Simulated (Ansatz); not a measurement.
# InH2O (SMILES [OH][InH]) at RPA@PBE/STO-3G

What is the electronic atomisation energy of InH2O at RPA@PBE/STO-3G? 

The results are computed with Ansatz 0.2.0.

46 further runs of the same task are left out: 8 that didn't finish, 38 set aside as unsound or not needed.

## (1) The system as given

InH2O: 4 atoms, total charge 0, spin state doublet. As SMILES, `[OH][InH]`. The coordinates come from a PBE0-D4/def2-TZVP relaxation.

Bond lengths: O1–In2 2.003 Å, O1–H3 0.960 Å, In2–H4 1.767 Å. Angles: O1–In2–H4 113.8°, In2–O1–H3 115.0°.

## (2) A single-point energy at RPA@PBE/STO-3G

Input file job.yaml:

```yaml
crystal:
  periodic: [false, false, false]
  atoms:
    - {symbol: O, position_ang: [-0.298400, -1.020600, 0.295000]}
    - {symbol: In, position_ang: [0.563900, 0.746600, -0.088500]}
    - {symbol: H, position_ang: [0.236800, -1.629400, 0.809100]}
    - {symbol: H, position_ang: [-0.446700, 1.843000, -1.036000]}
basis:
  gaussian:
    orbitals: STO-3G
total_charge: 0
magnetization:
  spin_polarized: true
  initial_magnetization: 1
hamiltonian:
  xc: {name: PBE}
correlation:
  method: rpa
  frozen_orbitals: {H: 0, In: 18, O: 1}
accuracy: high
```

Launch:

```bash
$ ansatz run job.yaml --threads 1 --pin off --max-ram 2610MiB --events-out events.jsonl --progress --plain --runs-dir runs
```

Log:

```text
Warning: RAYON_NUM_THREADS=1 ignored (pool sized by the plan → 1); use --threads N
Functional definition: PBE
  name "PBE"
  parameter kappa = 0.804
  parameter beta = 0.06672455060314922
  exchange = pbe_x(kappa = kappa, mu = beta*pi^2/3)
  correlation = pbe_c(beta = beta)
617 factors; integrals over basis functions are off by at most 3.9e-9 eV
mean field evaluation 1: about -156717.5101 eV, gradient 2.5e1 eV
mean field evaluation 2: about -156717.4811 eV, gradient 2.5e1 eV
mean field evaluation 4: about -156721.7658 eV, gradient 1.3e1 eV
mean field evaluation 8: about -156723.5679 eV, gradient 1.5e-1 eV
mean field evaluation 16: about -156723.5642 eV, gradient 5.7e-6 eV
mean field evaluation 32: about -156718.9308 eV, gradient 5.5e0 eV
mean field -156723.56422164 eV, -5759.4847540980 hartree, gradient 5.7e-8 eV, S^2 0.751938; 2 other end points of the search recorded, 0 dependent functions left out
19 core orbitals not correlated: weight in the atoms' cores, before any rotation towards them, 1.000 or more for the frozen orbitals, at most 0.000 for the correlated occupied ones
reference -156677.09634555 eV, -5757.7770911487 hartree; 11, 10 occupied and 4, 5 virtual orbitals, 617 factors
Total energy: -156681.99611499 eV, -5757.9571543545 hartree
```

Wall time 3.3 s (1 thread of Arm Neoverse V2, shared host); peak memory 0.15 GiB.

## (3) The H atom at the same level

Input file molecule.yaml:

```yaml
crystal:
  periodic: [false, false, false]
  atoms:
    - {symbol: H, position_ang: [0.000000, 0.000000, 0.000000]}
basis:
  gaussian:
    orbitals: STO-3G
magnetization:
  spin_polarized: true
  initial_magnetization: 1
hamiltonian:
  xc: pbe
correlation:
  method: rpa
  frozen_orbitals: {H: 0}
accuracy: high
```

Launch:

```bash
$ ansatz run molecule.yaml --threads 1 --pin off --max-ram 2610MiB --events-out events.jsonl --progress --plain --runs-dir runs
```

Log (excerpt; [...] marks lines left out):

```text
Warning: RAYON_NUM_THREADS=1 ignored (pool sized by the plan → 1); use --threads N
[... 6 set-up lines as earlier in the session ...]
1 factors; integrals over basis functions are off by at most 4.6e-10 eV
mean field evaluation 1: about -12.6363 eV, gradient 0.0e0 eV
mean field evaluation 2: about -12.6363 eV, gradient 0.0e0 eV
mean field -12.63630448 eV, -0.4643756244 hartree, gradient 0.0e0 eV, S^2 0.750000; 0 other end points of the search recorded, 0 dependent functions left out
reference -12.69633895 eV, -0.4665818504 hartree; 1, 0 occupied and 0, 1 virtual orbitals, 1 factors
Total energy: -12.69633895 eV, -0.4665818504 hartree
```

Run time: 0.06 s. Hardware: 1 thread of Arm Neoverse V2, shared host.

## (4) The In atom, same level

Input file in.yaml:

```yaml
crystal:
  periodic: [false, false, false]
  atoms:
    - {symbol: In, position_ang: [0.000000, 0.000000, 0.000000]}
basis:
  gaussian:
    orbitals: STO-3G
correlation:
  method: rpa
  frozen_orbitals: {In: 18}
hamiltonian:
  xc: {name: PBE}
accuracy: high
magnetization:
  spin_polarized: true
  initial_magnetization: 1
```

Launch:

```bash
$ ansatz run in.yaml --threads 1 --pin off --max-ram 2610MiB --events-out events.jsonl --progress --plain --runs-dir runs
```

Log (excerpt; [...] marks lines left out):

```text
Warning: RAYON_NUM_THREADS=1 ignored (pool sized by the plan → 1); use --threads N
[... 2 set-up lines as earlier in the session ...]
[...]
251 factors; integrals over basis functions are off by at most 4.7e-9 eV
[...]
mean field -154672.53779491 eV, -5684.1109231515 hartree, gradient 1.0e-8 eV, S^2 0.750000; 3 other end points of the search recorded, 0 dependent functions left out
18 core orbitals not correlated: weight in the atoms' cores, before any rotation towards them, 1.000 or more for the frozen orbitals, at most 0.000 for the correlated occupied ones
reference -154636.17481771 eV, -5682.7746083868 hartree; 7, 6 occupied and 2, 3 virtual orbitals, 251 factors
Total energy: -154637.89450264 eV, -5682.8378056424 hartree
```

Wall time 2 s (1 thread of Arm Neoverse V2, shared host); peak memory 0.1 GiB.

## (5) The O atom at the same level

Input file input.yaml:

```yaml
crystal:
  periodic: [false, false, false]
  atoms:
    - {symbol: O, position_ang: [0.000000, 0.000000, 0.000000]}
basis:
  gaussian:
    orbitals: STO-3G
accuracy: high
magnetization:
  spin_polarized: true
  initial_magnetization: 2
hamiltonian:
  xc: pbe
correlation:
  method: rpa
  frozen_orbitals: {O: 1}
```

Run the same way, it converges to -73.83858 Eh (log not shown).

## (6) Results

Level: RPA@PBE/STO-3G, 19 core orbitals frozen.

| quantity | value |
| --- | --- |
| molecule: total energy | -5757.95715 Eh |
| molecule: RPA correlation energy (valence) | -180.1 mEh |
| molecule: ⟨S²⟩ of the reference determinant | 0.752 |
| H atom: total energy | -0.46658 Eh |
| H atom: RPA correlation energy | 0.0 mEh |
| H atom: ⟨S²⟩ of the reference determinant | 0.750 |
| In atom: total energy | -5682.83781 Eh |
| In atom: RPA correlation energy (valence) | -63.2 mEh |
| In atom: ⟨S²⟩ of the reference determinant | 0.750 |
| O atom: total energy | -73.83858 Eh |
| O atom: RPA correlation energy (valence) | -34.4 mEh |
| O atom: ⟨S²⟩ of the reference determinant | 2.000 |
| electronic atomisation energy | 9.459 eV |

What this shows: Taking the molecule apart into free atoms costs 9.46 eV (218 kcal/mol), before zero-point energy and without spin-orbit coupling. In a minimal basis such a difference can be off by several eV, whatever the method. Relativity is left out (molecule) although the molecule holds a heavy atom. Relativity is left out (In atom) although the molecule holds a heavy atom.
